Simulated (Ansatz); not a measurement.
A nudged elastic band was laid between two geometries of a periodic cell of 17 atoms, Si (host Si, host structure diamond, interstitial Si).

All numbers below come from DFT PBE, scalar-relativistic, plane waves, PAW (Ansatz 0.2.0). Settings: PAW set soft_1, cutoff 420 eV, k mesh 2x2x2, gaussian smearing 0.02 eV, no spin polarisation.

```yaml
movable_images: 7
climbing_image: yes
spring: 5.0 eV/Å²
optimiser: lbfgs
start_path: IDPP
force_threshold: 0.03 eV/Å
iteration_limit: 80
end_points: relaxed
```

First end point:

```xyz
17
Lattice="0.0000 5.4300 5.4300 5.4300 0.0000 5.4300 5.4300 5.4300 0.0000" Properties=species:S:1:pos:R:3
Si 0.032 0.000 0.001
Si 1.354 1.361 1.361
Si 2.715 2.683 0.001
Si 4.093 4.052 1.383
Si 2.714 0.000 2.683
Si 4.091 1.380 4.054
Si 5.424 2.719 2.722
Si 6.763 4.052 4.053
Si 0.000 2.715 2.715
Si 1.352 4.069 4.070
Si 2.712 5.433 2.751
Si 4.076 6.794 4.069
Si 2.711 2.750 5.434
Si 4.075 4.069 6.793
Si 5.394 5.434 5.433
Si 6.758 6.816 6.817
Si 8.139 5.434 5.437
```

Last end point:

```xyz
17
Lattice="0.0000 5.4300 5.4300 5.4300 0.0000 5.4300 5.4300 5.4300 0.0000" Properties=species:S:1:pos:R:3
Si -0.004 0.004 -0.004
Si 1.357 1.324 1.359
Si 2.735 2.695 -0.020
Si 4.106 4.072 1.358
Si 2.720 0.005 2.720
Si 4.074 1.357 4.073
Si 5.426 2.711 2.719
Si 6.786 4.074 4.039
Si -0.024 2.691 2.739
Si 1.357 4.071 4.106
Si 2.736 5.451 2.736
Si 4.065 6.790 4.071
Si 2.720 2.710 5.425
Si 4.039 4.073 6.787
Si 5.403 5.457 5.403
Si 6.786 6.821 6.786
Si 6.780 4.075 6.786
```

Which bonds break or form, and what moves?

Contacts lost: Si6–Si17. Contacts made: Si9–Si17. The atom that moves furthest is Si17, by 2.35 Å.

What energy profile does the band end with?

The forces met the threshold. The highest image is number 4 of 0 to 8, 0.30 eV above the ends, which have the same energy within 2 meV. By the program's own check the climbing image is a first-order saddle point (lowest curvatures found: -0.32 and 0.79 eV/Å²). Limits of this set-up: coarse k mesh.

| image | path coordinate (Å) | energy (eV) | Si6–Si17 (Å) | Si9–Si17 (Å) |
| --- | --- | --- | --- | --- |
| 0 | 0.00 | 0.00 | 2.39 | 4.70 |
| 1 | 0.41 | 0.06 | 2.43 | 4.36 |
| 2 | 0.83 | 0.24 | 2.51 | 3.99 |
| 3 | 1.24 | 0.29 | 2.76 | 3.58 |
| 4 | 1.65 | 0.30 | 3.13 | 3.14 |
| 5 | 2.07 | 0.29 | 3.58 | 2.76 |
| 6 | 2.48 | 0.24 | 4.00 | 2.51 |
| 7 | 2.90 | 0.06 | 4.36 | 2.43 |
| 8 | 3.32 | 0.00 | 4.70 | 2.39 |

What is the geometry of the highest image?


```xyz
17
Lattice="0.0000 5.4300 5.4300 5.4300 0.0000 5.4300 5.4300 5.4300 0.0000" Properties=species:S:1:pos:R:3
Si 0.022 -0.068 0.071
Si 1.425 1.335 1.289
Si 2.804 2.613 -0.090
Si 4.174 3.982 1.450
Si 2.644 -0.068 2.692
Si 3.843 1.132 4.301
Si 5.217 2.505 2.927
Si 6.694 3.983 3.970
Si 0.224 2.943 2.490
Si 1.425 4.143 4.098
Si 2.804 5.522 2.819
Si 4.281 6.999 3.863
Si 2.643 2.741 5.501
Si 4.046 4.143 6.719
Si 5.325 5.523 5.340
Si 6.694 6.892 6.880
Si 7.465 4.753 6.109
```

The run took 13 min on 1 thread of AMD EPYC 9R45 96-Core Processor (Zen 5), on a shared host, peak memory 0.98 GiB.
